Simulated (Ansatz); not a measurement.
The system is CsLiCr2Te2S3.

```
Cs Li Cr Te S
1.0
     3.60358    0.00000    0.00000
    -1.80179    3.12079    0.00000
     0.00000    0.00000   19.06651
Cs Li Cr Te S
1 1 2 2 3
Direct
  0.00000 0.00000 0.37399
  0.66667 0.33333 0.01607
  0.00000 0.00000 0.86637
  0.33333 0.66667 0.16833
  0.33333 0.66667 0.53891
  0.66667 0.33333 0.77276
  0.00000 0.00000 0.10030
  0.33333 0.66667 0.92920
  0.66667 0.33333 0.23408
```

The cell was built by a generator and needn't be a form met in nature.

Base run:

| Property | Result |
| --- | --- |
| Program | Ansatz 0.2.0 |
| Functional | LDA |
| Potentials or basis | Ansatz PAW |
| Cutoff | 420 eV (not typed: the program's choice for these potentials) |
| k mesh | 9 × 9 × 2 |
| Occupations | fermi-dirac, width 0.05 eV |
| Spin | collinear spin, ferromagnetic start |
| Starting moments | [0.0, 0.0, 3.0, 3.0, 0.0, 0.0, 0.0, 0.0, 0.0] μB |

Its results: band gap on the k mesh none (metal or under the smearing width); pressure -4.9 GPa; net moment 5.63 μB per cell; site moments Cs +0.00; Li -0.00; Cr +2.53, +2.72; Te -0.01, -0.13; S -0.04, -0.05 μB; largest force 0.568 eV/Å.

Q: The run is repeated on the same cell with these changes: functional from LDA to r2SCAN; cutoff from 420 eV (not typed: the program's choice for these potentials) to 500 eV (not typed: the program's choice for these potentials). What comes out?

A: Band gap on the k mesh none (metal or under the smearing width); pressure 0.2 GPa; net moment 5.63 μB per cell; site moments Cs -0.00; Li -0.01; Cr +2.79, +2.82; Te -0.15, -0.16; S -0.06, -0.07 μB; largest force 0.234 eV/Å.

Caveats: spin-orbit coupling is left out, which moves the levels of the heavy elements; only a ferromagnetic start was run, and an antiferromagnetic order may lie lower in energy; the PAW data sets come from PBE, with cores solved anew for the run's functional, which leaves a small shift of forces and pressure; the magnetic or orbital state may not be the lowest (some runs).
